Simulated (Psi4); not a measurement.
**GeH2S (SMILES [SH][GeH]) at 3 levels**

Aim: a comparison of 3 runs (HF/STO-3G, BLYP/def2-TZVP, AQCC/def2-SVP) of GeH2S. 

The results are computed with Psi4 1.11.

1 further run of the same task is left out (set aside as unsound or not needed).

### Step 1. The molecule

GeH2S: 4 atoms, total charge 0, spin state singlet. SMILES: `[SH][GeH]`. Geometry: relaxed at PBE0-D4/def2-TZVP.

Bond lengths: S1–Ge2 2.225 Å, S1–H3 1.342 Å, Ge2–H4 1.595 Å. Angles: S1–Ge2–H4 93.7°, Ge2–S1–H3 100.2°.

### Step 2. The energy at HF/STO-3G (run 1)

Input file geh2s.py:

```python
import psi4

psi4.set_memory(1600000000)
psi4.set_num_threads(1)
psi4.core.set_output_file('geh2s.out', False)

m = psi4.geometry("""
0 1
S     -0.443300    -1.201800     0.271700
Ge    -0.841700     0.737900    -0.743600
H      0.779200    -0.962100     0.771200
H      0.561200     1.365900    -0.319400
symmetry c1
no_reorient
no_com
""")

psi4.set_options({
    'basis': 'STO-3G',
    'puream': True,
    'e_convergence': 1e-09,
    'd_convergence': 1e-08,
    'scf_type': 'pk',
})

e, wfn = psi4.energy('hf', return_wfn=True)
psi4.oeprop(wfn, 'LOWDIN_CHARGES', 'MAYER_INDICES', 'WIBERG_LOWDIN_INDICES')
print(f'hf energy: {e:.10f} Eh')
for k, v in sorted(psi4.core.scalar_variables().items()):
    print(f'{k:45s} {v:18.10f}')
```

Run with:

```
$ python geh2s.py
```

geh2s.out:

```text
[...]
  Running in c1 symmetry.
[...]
  Nuclear repulsion =  147.947927550731919
[...]
  Multiplicity = 1
[...]
  Nalpha       = 25
  Nbeta        = 25
[...]
    Number of basis functions: 29
[...]
   @RHF iter   1: -2444.93935545172781   -2.54141e+00   3.09514e-02 ADIIS/DIIS
[...]
   @RHF iter  13: -2446.05098150862523    1.36424e-12   3.49926e-09 DIIS
[...]
    Orbital Energies [Eh]
    ---------------------
    Doubly Occupied:
       1A   -400.468963     2A    -90.698036     3A    -50.316782
       4A    -45.380717     5A    -45.379237     6A    -45.378312
       7A     -8.609491     8A     -6.423324     9A     -6.241379
      10A     -6.239088    11A     -6.237070    12A     -4.466750
      13A     -4.462186    14A     -4.456926    15A     -0.874161
      16A     -0.603265    17A     -0.602853    18A     -0.597528
      19A     -0.594916    20A     -0.591701    21A     -0.558347
      22A     -0.449260    23A     -0.305930    24A     -0.269493
      25A     -0.232730
[...]
  @RHF Final Energy: -2446.05098150862523
   => Energetics <=
    Nuclear Repulsion Energy =            147.9479275507319187
    One-Electron Energy =               -3727.1209327600709003
    Two-Electron Energy =                1133.1220237007137257
    Total Energy =                      -2446.0509815086252274
[...]
 Multipole Moments:
 ------------------------------------------------------------------------------------
     Multipole            Electronic (a.u.)      Nuclear  (a.u.)        Total (a.u.)
 ------------------------------------------------------------------------------------
 L = 1.  Multiply by 2.5417464519 to convert [e a0] to [Debye]
 Dipole X            :         62.1228942          -61.7690999            0.3537943
 Dipole Y            :         -8.7645126            9.0476307            0.2831182
 Dipole Z            :         35.9518690          -35.8976154            0.0542535
 Magnitude           :                                                    0.4563658
[...]
```

Standard output:

```text
hf energy: -2446.0509815086 Eh
CURRENT ENERGY                                  -2446.0509815086
CURRENT REFERENCE ENERGY                        -2446.0509815086
DD SOLVATION ENERGY                                 0.0000000000
HF KINETIC ENERGY                                2441.9271735374
HF POTENTIAL ENERGY                             -4887.9781550461
HF TOTAL ENERGY                                 -2446.0509815086
HF VIRIAL RATIO                                     2.0016887514
NUCLEAR REPULSION ENERGY                          147.9479275507
ONE-ELECTRON ENERGY                             -3727.1209327601
PCM POLARIZATION ENERGY                             0.0000000000
PE ENERGY                                           0.0000000000
SCF ITERATION ENERGY                            -2446.0509815086
SCF ITERATIONS                                     13.0000000000
SCF TOTAL ENERGY                                -2446.0509815086
TWO-ELECTRON ENERGY                              1133.1220237007
```

It took 1.8 s on 1 thread of Intel Xeon Platinum 8488C (Sapphire Rapids), shared host; peak memory 0.19 GiB.

### Step 3. The energy at BLYP/def2-TZVP (run 2)

Input file input.json:

```json
{
 "schema_name": "qcschema_input",
 "schema_version": 1,
 "molecule": {
  "schema_name": "qcschema_molecule",
  "schema_version": 2,
  "symbols": ["S", "Ge", "H", "H"],
  "geometry": [-0.83771559, -2.27107286, 0.51343859, -1.59058248, 1.39442891, -1.40520035, 1.4724746, -1.8181055, 1.45735679, 1.0605143, 2.58117691, -0.60357852],
  "molecular_charge": 0,
  "molecular_multiplicity": 1,
  "fix_symmetry": "c1"
 },
 "driver": "energy",
 "model": {
  "method": "blyp",
  "basis": "def2-TZVP"
 },
 "keywords": {
  "puream": true,
  "e_convergence": 1e-09,
  "d_convergence": 1e-08,
  "scf_type": "pk",
  "dft_radial_points": 99,
  "dft_spherical_points": 590,
  "scf_properties": ["DIPOLE", "LOWDIN_CHARGES", "MULLIKEN_CHARGES"]
 }
}
```

Run with:

```
$ psi4 --qcschema input.json -n 1 --memory 1600MB
```

stdout:

```text
[...]
  Running in c1 symmetry.
[...]
  Nuclear repulsion =  147.947927365054511
[...]
  Multiplicity = 1
[...]
  Nalpha       = 25
  Nbeta        = 25
[...]
    Number of basis functions: 97
[...]
   @RKS iter   1: -2474.58246371647738   -1.37495e+00   3.38440e-02 DIIS/ADIIS
[...]
   @RKS iter  13: -2476.46982393176768   -8.64020e-12   6.61134e-09 DIIS
[...]
  @RKS Final Energy: -2476.46982393176768
   => Energetics <=
    Nuclear Repulsion Energy =            147.9479273650545110
    One-Electron Energy =               -3740.5821061918259147
    Two-Electron Energy =                1221.6355658365821455
    DFT Exchange-Correlation Energy =    -105.4712109415788746
    Empirical Dispersion Energy =           0.0000000000000000
    VV10 Nonlocal Energy =                  0.0000000000000000
    Total Energy =                      -2476.4698239317676780
[...]
 Multipole Moments:
 ------------------------------------------------------------------------------------
     Multipole            Electronic (a.u.)      Nuclear  (a.u.)        Total (a.u.)
 ------------------------------------------------------------------------------------
 L = 1.  Multiply by 2.5417464519 to convert [e a0] to [Debye]
 Dipole X            :         -3.7354697            3.9383739            0.2029042
 Dipole Y            :          5.6284604           -5.4256735            0.2027868
 Dipole Z            :         -4.2138279            4.2278567            0.0140288
 Magnitude           :                                                    0.2872097
[...]
  Mulliken Charges: (a.u.)
   Center  Symbol    Alpha    Beta     Spin     Total
       1     S     8.13221  8.13221  0.00000 -0.26443
       2    GE    15.90947 15.90947  0.00000  0.18105
       3     H     0.42671  0.42671  0.00000  0.14658
       4     H     0.53160  0.53160  0.00000 -0.06321
   Total alpha = 25.00000, Total beta = 25.00000, Total charge =  0.00000
  Lowdin Charges: (a.u.)
   Center  Symbol    Alpha    Beta     Spin     Total
       1     S     7.96439  7.96439  0.00000  0.07122
       2    GE    15.99920 15.99920  0.00000  0.00160
[...]
```

The result, in JSON:

```text
{
 "driver": "energy",
 "model": {
  "method": "blyp",
  "basis": "def2-TZVP"
 },
 "success": true,
 "return_result": -2476.4698239317677,
 "properties": {
  "calcinfo_nbasis": 97,
  "calcinfo_nmo": 97,
  "calcinfo_nalpha": 25,
  "calcinfo_nbeta": 25,
  "calcinfo_natom": 4,
  "nuclear_repulsion_energy": 147.9479273650545,
  "return_energy": -2476.4698239317677,
  "scf_one_electron_energy": -3740.582106191826,
  "scf_two_electron_energy": 1221.6355658365821,
  "scf_xc_energy": -105.47121094157887,
  "scf_dipole_moment": [0.2029042244882837, 0.2027868335902161, 0.014028841124828162],
  "scf_total_energy": -2476.4698239317677,
  "scf_iterations": 13
 }
}
```

Wall time 11 s (1 thread of Intel Xeon Platinum 8488C (Sapphire Rapids), shared host); peak memory 0.67 GiB.

### Step 4. The energy at AQCC/def2-SVP (density fitting) (run 3)

Input file geh2s.xyz:

```xyz
4
GeH2S
S     -0.443300    -1.201800     0.271700
Ge    -0.841700     0.737900    -0.743600
H      0.779200    -0.962100     0.771200
H      0.561200     1.365900    -0.319400
```

Input file geh2s.py:

```python
import psi4

psi4.set_memory(1600000000)
psi4.set_num_threads(1)
psi4.core.set_output_file('psi4.out', False)

with open('geh2s.xyz') as f:
    atoms = ''.join(f.readlines()[2:])
geom = psi4.geometry('0 1\n' + atoms + 'no_reorient\nno_com')

psi4.set_options({
    'basis': 'def2-SVP',
    'reference': 'rhf',
    'puream': True,
    'freeze_core': True,
    'diis_max_vecs': 15,
})

e = psi4.energy("aqcc")
print('E =', round(e, 9))
```

Run with:

```
$ python geh2s.py
```

psi4.out:

```text
[...]
  Running in c1 symmetry.
[...]
  Nuclear repulsion =  147.947927550731919
[...]
  Multiplicity = 1
[...]
  Nalpha       = 25
  Nbeta        = 25
[...]
    Number of basis functions: 60
[...]
   @RHF iter   1: -2472.36751836185840   -3.20391e+00   3.55894e-02 ADIIS/DIIS
[...]
   @RHF iter  13: -2473.67187751841720   -2.27374e-12   2.35149e-09 DIIS
[...]
    Orbital Energies [Eh]
    ---------------------
    Doubly Occupied:
       1A   -405.217524     2A    -91.920617     3A    -52.145549
       4A    -46.246385     5A    -46.245046     6A    -46.244206
       7A     -8.956457     8A     -7.202026     9A     -6.643959
      10A     -6.642533    11A     -6.641452    12A     -5.180609
      13A     -5.176347    14A     -5.172101    15A     -1.654734
      16A     -1.652946    17A     -1.647852    18A     -1.645709
      19A     -1.641860    20A     -0.962462    21A     -0.657315
      22A     -0.548123    23A     -0.416273    24A     -0.388273
      25A     -0.346257
[...]
  @RHF Final Energy: -2473.67187751841720
   => Energetics <=
    Nuclear Repulsion Energy =            147.9479275507319187
    One-Electron Energy =               -3740.8463797394279027
    Two-Electron Energy =                1119.2265746702787510
    Total Energy =                      -2473.6718775184172046
[...]
 Multipole Moments:
 ------------------------------------------------------------------------------------
     Multipole            Electronic (a.u.)      Nuclear  (a.u.)        Total (a.u.)
 ------------------------------------------------------------------------------------
 L = 1.  Multiply by 2.5417464519 to convert [e a0] to [Debye]
 Dipole X            :         62.1424779          -61.7690999            0.3733780
 Dipole Y            :         -8.6582238            9.0476307            0.3894069
 Dipole Z            :         35.9165792          -35.8976154            0.0189638
 Magnitude           :                                                    0.5398227
[...]
      * SCS-MP2 total energy:                -2474.003060809999
[...]
      * MP2 total energy:                    -2474.015868247892
[...]
```

On the terminal:

```text
E = -2474.038458446
```

Wall time 4.2 s (1 thread of Intel Xeon Platinum 8488C (Sapphire Rapids), shared host); peak memory 0.26 GiB.

### Step 5. All runs side by side

| run | level | integration grid | integrals | energy (Eh) | dipole moment (D) | HOMO energy (eV) | LUMO energy (eV) | wall time |
| --- | --- | --- | --- | --- | --- | --- | --- | --- |
| 1 | HF/STO-3G | – | pk | -2446.050982 | 1.16 | -6.33 | 4.75 | 1.8 s |
| 2 | BLYP/def2-TZVP | 99 radial × 590 angular | pk | -2476.469824 | 0.73 | -5.94 | -3.22 | 11 s |
| 3 | AQCC/def2-SVP (density fitting) | – | df | -2474.038458 | – | -9.42 | 0.53 | 4.2 s |

### Step 6. Outcome

| quantity | value |
| --- | --- |
| run 3: total energy | -2474.03846 Eh |
| run 3: HOMO energy (Hartree–Fock orbitals) | -9.42 eV |
| run 3: LUMO energy (Hartree–Fock orbitals) | 0.53 eV |
| run 3: HOMO–LUMO gap (Hartree–Fock orbitals) | 9.95 eV |
| run 3: correlation energy (14 core orbitals frozen) | -366.6 mEh |

**Reading.** In run 1 the basis is minimal, so the values are rough. All runs together took 17 s, the longest 11 s.
